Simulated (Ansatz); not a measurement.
# C₃H₈ClNSi: ionisation energy by level of theory

An exercise on one series of results from a longer session: the logs are not shown, and one member is left open.

Computed with Ansatz 0.2.0, Gaussian basis. Level: unrestricted cation, the program's frozen cores in correlated methods.

Plan: UKS PBE-D4/def2-TZVPP; UKS r2SCAN-D4/def2-TZVPP; UKS PBE0-D4/def2-TZVPP; UKS B3LYP-D4/def2-TZVPP; UKS wB97X-V/def2-TZVPP; UKS wB97M-V/def2-TZVPP; UKS B2PLYP/def2-TZVPP; UHF-CCSD(T)/def2-TZVPP; UHF-MP2/def2-QZVPP; extrapolation to the limit; then −ε(HOMO) from the neutral's earlier runs with LDA (SPW92), PBE-D4, revPBE-D4, BLYP-D4, r2SCAN-D4, B97M-V, PBE0-D4, B3LYP-D4, r2SCANh-D4, r2SCAN0-D4, HSE06-D4, BHLYP-D4, CAM-B3LYP-D4, LC-ωPBE, ωB97X-V, ωB97M-V.

## The geometry

All runs share one geometry, relaxed beforehand with PBE0-D4 in a triple-zeta def2 set.

SMILES `C=CN(C)[SiH2]Cl`, 14 atoms, charge 0, spin multiplicity 1.

Atoms are counted from 1 here; the program's logs count them from 0.

Bond lengths: C1–C2 1.333 Å, C1–H7 1.082 Å, C1–H8 1.081 Å, C2–N3 1.385 Å, C2–H9 1.087 Å, N3–C4 1.447 Å, N3–Si5 1.715 Å, C4–H10 1.091 Å, C4–H11 1.096 Å, C4–H12 1.095 Å, Si5–Cl6 2.063 Å, Si5–H13 1.478 Å, Si5–H14 1.478 Å. Angles: C2–C1–H7 123.1°, C2–C1–H8 119.4°, H7–C1–H8 117.5°, C1–C2–N3 126.7°, C1–C2–H9 119.6°, N3–C2–H9 113.7°, C2–N3–C4 117.3°, C2–N3–Si5 121.4°, C4–N3–Si5 120.3°, N3–C4–H10 109.9°, N3–C4–H11 111.5°, N3–C4–H12 110.4°, H10–C4–H11 108.4°, H10–C4–H12 108.3°, H11–C4–H12 108.3°, N3–Si5–Cl6 113.2°, N3–Si5–H13 108.6°, N3–Si5–H14 107.9° and more.

Set-up of the first run:

File in.yaml:

```yaml
crystal:
  periodic: [false, false, false]
  atoms:
    - {symbol: C, position_ang: [-0.208112, -2.182061, -0.046786]}
    - {symbol: C, position_ang: [-0.620399, -0.977632, 0.349736]}
    - {symbol: N, position_ang: [-0.125376, 0.245999, -0.070213]}
    - {symbol: C, position_ang: [0.960622, 0.230025, -1.026040]}
    - {symbol: Si, position_ang: [-0.562879, 1.705539, 0.717783]}
    - {symbol: Cl, position_ang: [0.734531, 2.233027, 2.232524]}
    - {symbol: H, position_ang: [0.601624, -2.327803, -0.749222]}
    - {symbol: H, position_ang: [-0.696810, -3.064076, 0.342246]}
    - {symbol: H, position_ang: [-1.434674, -0.897224, 1.064847]}
    - {symbol: H, position_ang: [1.230314, 1.251308, -1.299075]}
    - {symbol: H, position_ang: [1.848412, -0.263835, -0.615934]}
    - {symbol: H, position_ang: [0.660727, -0.301663, -1.934637]}
    - {symbol: H, position_ang: [-0.506780, 2.807640, -0.265353]}
    - {symbol: H, position_ang: [-1.894001, 1.511556, 1.329023]}
basis:
  gaussian: {orbitals: def2-TZVPP}
total_charge: 1
magnetization: {spin_polarized: true, initial_magnetization: 1}
hamiltonian: {xc: pbe, dispersion: d4}
```

Started as:

```bash
ansatz run in.yaml --threads 2 --pin off --events-out ev --progress --plain --max-ram 31744MiB --backend cpu
```

Steps of the session up to this table: Cation, UKS PBE-D4/def2-TZVPP; Cation, UKS r2SCAN-D4/def2-TZVPP; Cation, UKS PBE0-D4/def2-TZVPP; Cation, UKS B3LYP-D4/def2-TZVPP; Cation, UKS wB97X-V/def2-TZVPP; Cation, UKS wB97M-V/def2-TZVPP; Cation, UKS B2PLYP (frozen core)/def2-TZVPP; Cation, UHF-CCSD(T)/def2-TZVPP; Cation, UHF-MP2/def2-QZVPP.

One of the session's tables, all rows but one given; the rest of the session is left out.

Orbital estimates, from the neutral's runs:

| functional | −ε(HOMO) (eV) |
| --- | --- |
| LDA (SPW92) | 5.47 |
| PBE-D4 | 5.28 |
| revPBE-D4 | 5.21 |
| BLYP-D4 | 5.12 |
| r2SCAN-D4 | 5.46 |
| B97M-V | 5.52 |
| PBE0-D4 | 6.36 |
| B3LYP-D4 | 6.15 |
| r2SCANh-D4 | ? |
| r2SCAN0-D4 | 6.50 |
| HSE06-D4 | 5.97 |
| BHLYP-D4 | 7.32 |
| CAM-B3LYP-D4 | 7.64 |
| LC-ωPBE | 8.96 |
| ωB97X-V | 8.61 |
| ωB97M-V | 8.54 |

Q: Estimate the row for r2SCANh-D4 from the others.

Worked estimate for «−ε(HOMO) (eV)». Against the share of exact exchange, r2SCAN-D4 (0, 5.46), r2SCAN0-D4 (0.25, 6.50) give a slope of 4.16 per unit share; at 0.1 the line stands at 5.88.

As computed: −ε(HOMO) (eV): 5.87. In «−ε(HOMO) (eV)» the line misses by +0.01.
